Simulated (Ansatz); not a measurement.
# C₈H₈O: one species, many methods

One table from this session's results is given with a row withheld; the runs are named, their logs left out.

Program: Ansatz 0.2.0, Gaussian basis. Level of theory: functionals in def2-TZVPP, the program's frozen cores in correlated methods. These are calculated values, not measurements.

Plan: LDA (SPW92), PBE-D4, revPBE-D4, BLYP-D4, r2SCAN-D4, B97M-V, PBE0-D4, B3LYP-D4, r2SCANh-D4, r2SCAN0-D4, HSE06-D4, BHLYP-D4, CAM-B3LYP-D4, LC-ωPBE, ωB97X-V, ωB97M-V, B2PLYP, PBE-QIDH; CCSD(T)/def2-SVP; CCSD(T)/def2-TZVPP; MP2/def2-QZVPP; extrapolation to the limit; RPA on PBE.

## The relaxed structure

An earlier PBE0-D4 in a triple-zeta def2 set relaxation fixed the geometry.

SMILES `c1ccc2c(c1)COC2`, 17 atoms, charge 0, spin multiplicity 1.

Atoms are counted from 1 here; the program's logs count them from 0.

Bond lengths: C1–C2 1.390 Å, C1–C6 1.389 Å, C1–H10 1.084 Å, C2–C3 1.389 Å, C2–H11 1.084 Å, C3–C4 1.383 Å, C3–H12 1.085 Å, C4–C5 1.385 Å, C4–C9 1.495 Å, C5–C6 1.383 Å, C5–C7 1.495 Å, C6–H13 1.085 Å, C7–O8 1.418 Å, C7–H14 1.100 Å, C7–H15 1.095 Å, O8–C9 1.418 Å, C9–H16 1.100 Å, C9–H17 1.095 Å. Angles: C2–C1–C6 120.6°, C2–C1–H10 119.7°, C6–C1–H10 119.8°, C1–C2–C3 120.6°, C1–C2–H11 119.7°, C3–C2–H11 119.8°, C2–C3–C4 118.6°, C2–C3–H12 120.3°, C4–C3–H12 121.1°, C3–C4–C5 120.8°, C3–C4–C9 130.7°, C5–C4–C9 108.5°, C4–C5–C6 120.8°, C4–C5–C7 108.5°, C6–C5–C7 130.7°, C1–C6–C5 118.6°, C1–C6–H13 120.3°, C5–C6–H13 121.1° and more.

Set-up of the first run:

Input file in.yaml:

```yaml
crystal:
  periodic: [false, false, false]
  atoms:
    - {symbol: C, position_ang: [1.728000, 0.631831, -1.258557]}
    - {symbol: C, position_ang: [2.200175, -0.229371, -0.275275]}
    - {symbol: C, position_ang: [1.330768, -0.784863, 0.654469]}
    - {symbol: C, position_ang: [-0.013155, -0.466077, 0.577074]}
    - {symbol: C, position_ang: [-0.483817, 0.392243, -0.403092]}
    - {symbol: C, position_ang: [0.378392, 0.951949, -1.328872]}
    - {symbol: C, position_ang: [-1.958437, 0.557076, -0.220768]}
    - {symbol: O, position_ang: [-2.318729, -0.383654, 0.777464]}
    - {symbol: C, position_ang: [-1.165572, -0.888782, 1.430403]}
    - {symbol: H, position_ang: [2.419352, 1.054769, -1.978298]}
    - {symbol: H, position_ang: [3.256066, -0.471051, -0.235810]}
    - {symbol: H, position_ang: [1.703614, -1.456355, 1.420402]}
    - {symbol: H, position_ang: [0.014075, 1.624175, -2.098259]}
    - {symbol: H, position_ang: [-2.212863, 1.577198, 0.103305]}
    - {symbol: H, position_ang: [-2.530913, 0.342268, -1.129464]}
    - {symbol: H, position_ang: [-1.087564, -0.474881, 2.446770]}
    - {symbol: H, position_ang: [-1.259403, -1.976457, 1.518508]}
basis:
  gaussian: {orbitals: def2-TZVPP}
hamiltonian: {xc: lda}
output: {orbitals: {seedname: orbitals}}
```

Run with:

```sh
> ansatz run in.yaml --threads 2 --pin off --events-out ev --progress --plain --max-ram 32768MiB --backend cuda --devices 0, --max-vram 18GiB
```

Among the steps run: LDA; PBE-D4 (GGA); revPBE-D4 (GGA); BLYP-D4 (GGA); r2SCAN-D4 (meta-GGA); B97M-V (meta-GGA); PBE0-D4 (hybrid); B3LYP-D4 (hybrid); r2SCANh-D4 (hybrid); r2SCAN0-D4 (hybrid); HSE06-D4 (hybrid); BHLYP-D4 (hybrid); CAM-B3LYP-D4 (range-separated); LC-ωPBE (range-separated); ωB97X-V (range-separated); ωB97M-V (range-separated); B2PLYP (double hybrid); PBE-QIDH (double hybrid).

One table of the session follows, with a row left open; its other results are not shown here.

It belongs to the step «Frontier levels by functional». 

```
  functional  HOMO (eV)  gap (eV)
 LDA (SPW92)      -5.62      4.05
      PBE-D4      -5.51      4.18
   revPBE-D4      -5.46      4.23
     BLYP-D4      -5.41      4.24
   r2SCAN-D4      -5.76      4.61
      B97M-V      -5.84      4.76
     PBE0-D4      -6.78      6.34
    B3LYP-D4      -6.58      5.95
  r2SCANh-D4      -6.24      5.42
  r2SCAN0-D4      -6.92      6.58
    HSE06-D4      -6.38      5.57
    BHLYP-D4      -7.72      8.30
CAM-B3LYP-D4      -8.04      8.68
     LC-ωPBE          ?         ?
     ωB97X-V      -8.99     10.63
     ωB97M-V      -8.91     10.46
```

Estimate the missing values for LC-ωPBE.

The run gave: HOMO (eV): -9.31; gap (eV): 10.96. In the column «HOMO (eV)» it is the lowest.
